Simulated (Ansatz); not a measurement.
# CH₄F₂MoO₂S: one species, many methods

One table from this session's results is given with a row withheld; the runs are named, their logs left out.

Program: Ansatz 0.2.0, Gaussian basis. Level of theory: functionals in def2-TZVPP, the program's frozen cores in correlated methods. These are calculated values, not measurements.

Levels to be run: LDA (SPW92), PBE-D4, revPBE-D4, BLYP-D4, r2SCAN-D4, B97M-V, PBE0-D4, B3LYP-D4, r2SCANh-D4, r2SCAN0-D4, HSE06-D4, BHLYP-D4, CAM-B3LYP-D4, LC-ωPBE, ωB97X-V, ωB97M-V, B2PLYP, PBE-QIDH; CCSD(T)/def2-SVP; MP2/def2-TZVPP; MP2/def2-QZVPP; RPA on PBE.

**The geometry**

An earlier PBE0-D4 in a triple-zeta def2 set relaxation fixed the geometry. Mo takes the def2 core potential; no spin-orbit term is included.

11 atoms, charge 0, spin multiplicity 1.

Atoms are counted from 1 here; the program's logs count them from 0.

Bond lengths: C1–O2 1.400 Å, C1–H8 1.094 Å, C1–H9 1.096 Å, C1–H10 1.092 Å, O2–Mo3 1.850 Å, Mo3–O4 1.862 Å, Mo3–F5 1.874 Å, Mo3–F6 1.851 Å, Mo3–S7 2.083 Å, O4–H11 0.962 Å. Angles: O2–C1–H8 109.6°, O2–C1–H9 109.5°, O2–C1–H10 109.0°, H8–C1–H9 109.1°, H8–C1–H10 109.7°, H9–C1–H10 109.9°, C1–O2–Mo3 133.9°, O2–Mo3–O4 89.2°, O2–Mo3–F5 83.6°, O2–Mo3–F6 150.8°, O2–Mo3–S7 101.9°, O4–Mo3–F5 145.6°, O4–Mo3–F6 87.2°, O4–Mo3–S7 109.1°, F5–Mo3–F6 83.2°, F5–Mo3–S7 105.3°, F6–Mo3–S7 106.6°, Mo3–O4–H11 122.3°.

Coordinates:

```csv
atom,x (Å),y (Å),z (Å)
C1,0.90570,-1.38650,-0.80557
O2,-0.06363,-0.74470,-0.02586
Mo3,-0.46929,1.02755,0.31501
O4,-1.82147,0.46938,1.46707
F5,0.03571,1.26940,-1.47301
F6,-1.48737,2.54177,0.00169
S7,1.17581,1.63699,1.43788
H8,0.99519,-0.87866,-1.77087
H9,1.87222,-1.35100,-0.29080
H10,0.60571,-2.42440,-0.96217
H11,-1.68308,-0.21674,2.12733
```

Set-up of the first run:

in.yaml reads:

```yaml
crystal:
  periodic: [false, false, false]
  atoms:
    - {symbol: C, position_ang: [0.905702, -1.386498, -0.805572]}
    - {symbol: O, position_ang: [-0.063627, -0.744696, -0.025864]}
    - {symbol: Mo, position_ang: [-0.469290, 1.027555, 0.315010]}
    - {symbol: O, position_ang: [-1.821473, 0.469378, 1.467070]}
    - {symbol: F, position_ang: [0.035711, 1.269397, -1.473012]}
    - {symbol: F, position_ang: [-1.487370, 2.541772, 0.001693]}
    - {symbol: S, position_ang: [1.175814, 1.636987, 1.437878]}
    - {symbol: H, position_ang: [0.995192, -0.878663, -1.770868]}
    - {symbol: H, position_ang: [1.872216, -1.350996, -0.290801]}
    - {symbol: H, position_ang: [0.605705, -2.424395, -0.962165]}
    - {symbol: H, position_ang: [-1.683081, -0.216740, 2.127329]}
basis:
  gaussian: {orbitals: def2-TZVPP}
hamiltonian: {xc: lda}
output: {orbitals: {seedname: orbitals}}
```

On the command line:

```
$ ansatz run in.yaml --threads 4 --pin off --events-out ev --progress --plain --max-ram 11315MiB
```

Among the steps run: LDA; PBE-D4 (GGA); revPBE-D4 (GGA); BLYP-D4 (GGA); r2SCAN-D4 (meta-GGA); B97M-V (meta-GGA); B3LYP-D4 (hybrid); r2SCANh-D4 (hybrid); r2SCAN0-D4 (hybrid); HSE06-D4 (hybrid); BHLYP-D4 (hybrid); CAM-B3LYP-D4 (range-separated); LC-ωPBE (range-separated); ωB97X-V (range-separated); ωB97M-V (range-separated); B2PLYP (double hybrid); PBE-QIDH (double hybrid).

One table of the session follows, with a row left open; its other results are not shown here.

It belongs to the step «Frontier levels by functional». 

```
  functional  HOMO (eV)  LUMO (eV)  gap (eV)
 LDA (SPW92)      -7.21      -4.59      2.62
      PBE-D4      -7.03      -4.38      2.65
   revPBE-D4      -6.96      -4.30      2.67
     BLYP-D4      -6.90      -4.27      2.63
   r2SCAN-D4      -7.36      -4.42      2.94
      B97M-V      -7.44      -4.43      3.01
     PBE0-D4      -8.37      -3.72      4.66
    B3LYP-D4      -8.14      -3.91      4.23
  r2SCANh-D4      -7.86      -4.15      3.71
  r2SCAN0-D4      -8.60      -3.73      4.87
    HSE06-D4      -7.98      -4.09      3.88
    BHLYP-D4      -9.59      -2.85      6.74
CAM-B3LYP-D4          ?          ?         ?
     LC-ωPBE     -10.94      -1.52      9.42
     ωB97X-V     -10.63      -1.58      9.05
     ωB97M-V     -10.51      -1.57      8.94
```

**Question.** Estimate the row for CAM-B3LYP-D4.

As computed: HOMO (eV): -9.67; LUMO (eV): -2.64; gap (eV): 7.04. In the column «HOMO (eV)» it lies between ωB97M-V (-10.51) and BHLYP-D4 (-9.59).
